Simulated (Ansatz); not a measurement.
# AlClFH2N: the cost of one run

All numbers below are computed with Ansatz 0.2.0 (RHF/cc-pVDZ).

### 1 The structure to begin with

Bond lengths: Al1–Cl2 2.230 Å, Al1–F3 1.690 Å, Al1–N4 1.920 Å, N4–H5 1.060 Å, N4–H6 1.060 Å. Angles: Cl2–Al1–F3 120.0°, Cl2–Al1–N4 120.0°, F3–Al1–N4 120.0°, Al1–N4–H5 120.0°, Al1–N4–H6 120.0°, H5–N4–H6 120.0°.

As a file:

```xyz
6

Al    0.0000    0.0000    0.0000
Cl    0.0000    0.0000    2.2300
F     1.4635    0.0000   -0.8450
N    -1.6627    0.0000   -0.9600
H    -2.3316   -0.8164   -0.8614
H    -1.9118    0.8164   -1.5886
```

### 2 Relaxing the start

input.yaml reads:

```yaml
crystal:
  periodic: [false, false, false]
  atoms:
    - { symbol: Al, position_ang: [0.0, 0.0, 0.0] }
    - { symbol: Cl, position_ang: [0.0, 0.0, 2.23] }
    - { symbol: F, position_ang: [1.4635, 0.0, -0.845] }
    - { symbol: "N", position_ang: [-1.6627, 0.0, -0.96] }
    - { symbol: H, position_ang: [-2.3316, -0.8164, -0.8614] }
    - { symbol: H, position_ang: [-1.9118, 0.8164, -1.5886] }
basis:
  gaussian: { orbitals: cc-pVDZ }
hamiltonian:
  xc: hf
relax:
  f_tol: 0.02
  max_steps: 40
```

Run with:

```sh
$ ansatz run input.yaml --threads 1 --pin off --max-ram 2048MiB --backend cpu --events-out ev --progress --plain --runs-dir out
```

Q: Estimate wall time and peak memory on 1 thread of Arm Neoverse V2, shared host.

About 11 s, with a peak of 0.13 GiB.
